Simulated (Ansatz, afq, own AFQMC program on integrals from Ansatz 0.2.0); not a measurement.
# InH3+ (doublet): AFQMC on the coupled-cluster ladder at distance In1–H3 = 1.669 Å, def2-SVP, part 2 of 2

Ansatz 0.2.0, Gaussian basis, and an in-house AFQMC program (afq) on its integrals; all values are calculated; def2-SVP, frozen cores.

## Step 14: Phaseless AFQMC, CISD trial on UHF

It reads the integrals that the CCSD(T) run on this determinant wrote.

The run is started by

```bash
$ afq ham --method phaseless --trial cisd --walkers 4000 --populations 20 --least-time 60 --time-step 0.005 --steps-per-block 50 --equilibration-blocks 28 --max-blocks 4000 --target-error 0.00014 --factor-cut 1e-05 --start spin_pure --seed 780 --release-times 0.24,0.51,0.99,1.62,2.4 --release-step 0.03 --release-every 3 --taylor-order 6
```

What it wrote:

```text
orbitals 32  electrons 3 2  factors 254 of 492
reference energy -190.58875573 Eh
CCSD correlation -0.06349382 Eh in 11 cycles, weight of the determinant in the CISD state 0.9511
energy of the start -190.652246 Eh
 block  time / (1/Eh)  mean weight  energy / Eh
     1     0.250  1.0000  -190.652084
     2     0.500  1.0001  -190.652149
     3     0.750  1.0000  -190.652282
     4     1.000  0.9999  -190.652425
     5     1.250  0.9999  -190.652534
     6     1.500  1.0000  -190.652624
     7     1.750  1.0001  -190.652693
     8     2.000  1.0001  -190.652773
     9     2.250  0.9998  -190.652857
    10     2.500  0.9998  -190.652965
    11     2.750  1.0000  -190.653130
    12     3.000  1.0000  -190.653045
    13     3.250  1.0002  -190.653071
    14     3.500  0.9999  -190.653103
    15     3.750  1.0001  -190.653116
    16     4.000  1.0000  -190.653119
    17     4.250  1.0000  -190.653173
    18     4.500  1.0000  -190.653253
    19     4.750  0.9999  -190.653232
    20     5.000  1.0002  -190.653152
    21     5.250  1.0001  -190.653158
    22     5.500  1.0001  -190.653119
    23     5.750  1.0001  -190.653146
    24     6.000  1.0000  -190.653165
    25     6.250  0.9999  -190.653164
    26     6.500  1.0000  -190.653157
    27     6.750  0.9999  -190.653108
    28     7.000  0.9999  -190.653144
    29     7.250  1.0001  -190.653183
    30     7.500  1.0000  -190.653152
    31     7.750  1.0001  -190.653183
    32     8.000  1.0000  -190.653162
    33     8.250  1.0001  -190.653207
    34     8.500  1.0000  -190.653224
    35     8.750  1.0001  -190.653182
    36     9.000  1.0002  -190.653238
    37     9.250  0.9999  -190.653096
    38     9.500  1.0002  -190.653141
    39     9.750  0.9999  -190.653134
    40    10.000  0.9999  -190.653187
    41    10.250  1.0000  -190.653204
    42    10.500  1.0000  -190.653224
    43    10.750  1.0000  -190.653282
    44    11.000  1.0001  -190.653226
    45    11.250  1.0001  -190.653180
    46    11.500  0.9999  -190.653216
    47    11.750  0.9999  -190.653361
    48    12.000  1.0000  -190.653380
    49    12.250  1.0000  -190.653325
    50    12.500  1.0002  -190.653298
    51    12.750  1.0000  -190.653290
    52    13.000  1.0000  -190.653278
    53    13.250  1.0001  -190.653117
    54    13.500  1.0000  -190.653191
    55    13.750  1.0002  -190.653230
    56    14.000  1.0001  -190.653315
    57    14.250  0.9999  -190.653319
    58    14.500  1.0001  -190.653309
    59    14.750  1.0001  -190.653379
    60    15.000  1.0000  -190.653436
    61    15.250  1.0000  -190.653343
    62    15.500  0.9998  -190.653280
    63    15.750  1.0001  -190.653259
    64    16.000  1.0000  -190.653243
    65    16.250  1.0000  -190.653216
    66    16.500  1.0000  -190.653176
    67    16.750  1.0000  -190.653149
    68    17.000  1.0003  -190.653150
    69    17.250  1.0000  -190.653168
    70    17.500  1.0001  -190.653196
    71    17.750  0.9998  -190.653248
    72    18.000  1.0000  -190.653218
    73    18.250  1.0000  -190.653166
    74    18.500  1.0002  -190.653215
    75    18.750  1.0001  -190.653199
    76    19.000  0.9999  -190.653217
    77    19.250  1.0000  -190.653212
    78    19.500  0.9999  -190.653197
error from the spread of 20 populations
released: time / (1/Eh)  energy / Eh  error  mean overlap
  0.24  -190.653245  0.000021  1.0002
  0.51  -190.653259  0.000016  0.9987
  0.99  -190.653272  0.000014  0.9963
  1.62  -190.653276  0.000011  0.9970
  2.40  -190.653290  0.000012  0.9956
energy -190.653230 +/- 0.000023 Eh
```

It took 53 s on 1 × NVIDIA H100 80GB HBM3 with 2 threads of AMD EPYC 7R13 (Zen 3), shared host; peak host memory 1.5 GiB.

Energy -5187.9387 ± 0.0006 eV. Caveats: constraint bias not in the error.

## Step 15: Phaseless AFQMC, single-determinant trial on UHF

It reads the integrals that the CCSD(T) run on this determinant wrote.

The run is started by

```bash
$ afq ham --method phaseless --trial hf --walkers 4000 --populations 20 --least-time 40 --time-step 0.005 --steps-per-block 20 --equilibration-blocks 112 --max-blocks 4000 --target-error 0.0006999999999999999 --factor-cut 1e-05 --start spin_pure --seed 7821 --taylor-order 6
```

What it wrote:

```text
orbitals 32  electrons 3 2  factors 254 of 492
reference energy -190.58875573 Eh
CCSD correlation -0.06349382 Eh in 11 cycles, weight of the determinant in the CISD state 0.9511
energy of the start -190.588775 Eh
 block  time / (1/Eh)  mean weight  energy / Eh
     1     0.100  1.0004  -190.598876
     2     0.200  1.0002  -190.606885
     3     0.300  1.0003  -190.613216
     4     0.400  1.0003  -190.618456
     5     0.500  1.0002  -190.622674
     6     0.600  1.0002  -190.626378
     7     0.700  1.0002  -190.629528
     8     0.800  1.0003  -190.632095
     9     0.900  1.0000  -190.634247
    10     1.000  1.0001  -190.636141
    13     1.300  0.9999  -190.641370
    17     1.700  1.0000  -190.645402
    21     2.100  1.0000  -190.646387
    25     2.500  1.0001  -190.648555
    29     2.900  0.9999  -190.649825
    33     3.300  1.0001  -190.650570
    37     3.700  1.0000  -190.650788
    41     4.100  0.9999  -190.651651
    45     4.500  0.9999  -190.651608
    49     4.900  1.0001  -190.652524
    53     5.300  1.0001  -190.652411
    57     5.700  1.0001  -190.652418
    61     6.100  1.0001  -190.653244
    65     6.500  1.0001  -190.652634
    69     6.900  1.0000  -190.653249
    73     7.300  1.0000  -190.655899
    77     7.700  0.9998  -190.653347
    81     8.100  1.0002  -190.652960
    85     8.500  1.0000  -190.653845
    89     8.900  1.0000  -190.652995
    93     9.300  0.9998  -190.653010
    97     9.700  0.9999  -190.654192
   101    10.100  1.0000  -190.654972
   105    10.500  1.0002  -190.652737
   109    10.900  1.0000  -190.653440
   113    11.300  1.0000  -190.652308
   117    11.700  1.0000  -190.652331
   121    12.100  1.0001  -190.653607
   125    12.500  1.0000  -190.654508
   129    12.900  1.0001  -190.654048
   133    13.300  1.0002  -190.655735
   137    13.700  1.0000  -190.654952
   141    14.100  1.0002  -190.654031
   145    14.500  1.0000  -190.652550
   149    14.900  1.0001  -190.653468
   153    15.300  1.0001  -190.652480
   157    15.700  1.0000  -190.653093
   161    16.100  0.9999  -190.653884
   165    16.500  1.0000  -190.652075
   169    16.900  1.0000  -190.651997
   173    17.300  1.0001  -190.653334
   177    17.700  1.0001  -190.653045
   181    18.100  0.9999  -190.653542
   185    18.500  1.0000  -190.652675
   189    18.900  0.9998  -190.653755
error from the spread of 20 populations
energy -190.653469 +/- 0.000402 Eh
```

Run time: 39 s. Hardware: 1 × NVIDIA H100 80GB HBM3 with 2 threads of AMD EPYC 7R13 (Zen 3), shared host; peak host memory 1.5 GiB.

Energy -5187.9452 ± 0.0109 eV. Caveats: constraint bias not in the error.

## Step 16: Free-projection AFQMC, CISD trial on UHF

It reads the integrals that the CCSD(T) run on this determinant wrote.

The run is started by

```bash
$ afq ham --method free --trial cisd --walkers 4000 --time-step 0.03 --max-blocks 4000 --target-error 0.00028 --factor-cut 1e-05 --seed 3266 --times 0,0.3,0.6,1.2,1.8,2.4,3.6,4.8,6 --taylor-order 8
```

What it wrote:

```text
orbitals 32  electrons 3 2  factors 254 of 492
reference energy -190.58875573 Eh
CCSD correlation -0.06349382 Eh in 11 cycles, weight of the determinant in the CISD state 0.9511
repeat  energy at the last time / Eh  error
    10  -190.653259  0.000014
    20  -190.653292  0.000013
time / (1/Eh)  energy / Eh  error  mean overlap
  0.00  -190.652253  0.000002  1.0515
  0.30  -190.652667  0.000003  1.0500
  0.60  -190.652887  0.000004  1.0494
  1.20  -190.653095  0.000005  1.0483
  1.80  -190.653172  0.000007  1.0506
  2.40  -190.653212  0.000007  1.0508
  3.60  -190.653255  0.000007  1.0522
  4.80  -190.653269  0.000007  1.0524
  6.00  -190.653284  0.000012  1.0516
energy -190.653284 +/- 0.000012 Eh
```

Wall time 62 s (1 × NVIDIA H100 80GB HBM3 with 2 threads of AMD EPYC 7R13 (Zen 3), shared host); peak host memory 1.5 GiB.

Energy -5187.9401 ± 0.0003 eV. Caveats: remainder of the start not in the error.

## Step 17: Free-projection AFQMC, single-determinant trial on UHF (settings varied)

It reads the integrals that the CCSD(T) run on this determinant wrote.

The run is started by

```bash
$ afq ham --method free --trial hf --walkers 50 --time-step 0.05 --max-blocks 60 --target-error 0.00054 --factor-cut 0.0001 --seed 1304 --times 0.0,0.5,1.0,2.0,3.0,4.0 --taylor-order 8
```

What it wrote:

```text
orbitals 32  electrons 3 2  factors 215 of 492
reference energy -190.58875573 Eh
CCSD correlation -0.06349222 Eh in 11 cycles, weight of the determinant in the CISD state 0.9511
repeat  energy at the last time / Eh  error
    10  -190.649563  0.002167
    20  -190.651518  0.001727
    30  -190.651352  0.001177
    40  -190.651678  0.001134
    50  -190.652285  0.001002
    60  -190.652388  0.000925
time / (1/Eh)  energy / Eh  error  mean overlap
  0.00  -190.651984  0.000659  1.0000
  0.50  -190.652876  0.000625  0.9918
  1.00  -190.652196  0.000635  0.9934
  2.00  -190.653583  0.000818  0.9860
  3.00  -190.652934  0.000895  0.9899
  4.00  -190.652388  0.000925  0.9992
energy -190.652388 +/- 0.000925 Eh
```

Wall time 10 s (1 × NVIDIA H100 80GB HBM3 with 2 threads of AMD EPYC 7R13 (Zen 3), shared host); peak host memory 1.5 GiB.

Energy -5187.9158 ± 0.0252 eV. Caveats: remainder of the start not in the error; error above the target.

## Step 18: All levels side by side

The full CI on restricted orbitals is not used as the yardstick for these unrestricted rows.

On the UHF determinant, counted from CCSDTQ (a yardstick, not exact):

```
                                                                 level  energy (eV)  from CCSDTQ (kJ/mol)  statistical error (kJ/mol)  time
                                                                    HF   -5186.1842                +169.4                                  
                                                                   MP2   -5187.4712                 +45.2                                  
                                                                  CCSD   -5187.9120                  +2.7                                  
                                                               CCSD(T)   -5187.9312                  +0.9                                  
                                                              CCSDT(Q)   -5187.9398                   0.0                                  
                                                                CCSDTQ   -5187.9401                   0.0                                  
                 Phaseless AFQMC, CISD trial, step 0.005, 4000 walkers   -5187.9387                  +0.1                         0.1  53 s
   Phaseless AFQMC, single-determinant trial, step 0.005, 4000 walkers   -5187.9452                  -0.5                         1.1  39 s
            Free-projection AFQMC, CISD trial, step 0.03, 4000 walkers   -5187.9401                   0.0                         0.0  62 s
Free-projection AFQMC, single-determinant trial, step 0.05, 50 walkers   -5187.9158                  +2.3                         2.4  10 s
```

The functionals' totals stand on their own zeros and serve differences with other points: PBE -5211.581 eV; r2SCAN -5213.577 eV; PBE0 -5211.644 eV; B3LYP -5213.667 eV; wB97M-V -5209.755 eV; B2PLYP -5203.778 eV.

## Step 19: Summary of results

The summary covers parts 1 to 2.

| quantity | value |
| --- | --- |
| CCSD(T) on UHF from CCSDTQ | +0.9 kJ/mol |
| Phaseless AFQMC, CISD trial on UHF from CCSDTQ | +0.1 ± 0.1 kJ/mol |
| Phaseless AFQMC, single-determinant trial on UHF from CCSDTQ | -0.5 ± 1.1 kJ/mol |
| Free-projection AFQMC, CISD trial on UHF from CCSDTQ | 0.0 ± 0.0 kJ/mol |

On UHF the phaseless walk with the CISD trial lies +0.1 kJ/mol from CCSDTQ, within three error bars. Free projection has no constraint; at the last time it gives 0.0 ± 0.0 kJ/mol, and from a start that isn't spin pure other spins can mix in. Error bars are statistical and leave out the constraint, the time step and what remains of the start. In carries a core potential, and spin-orbit coupling is left out.
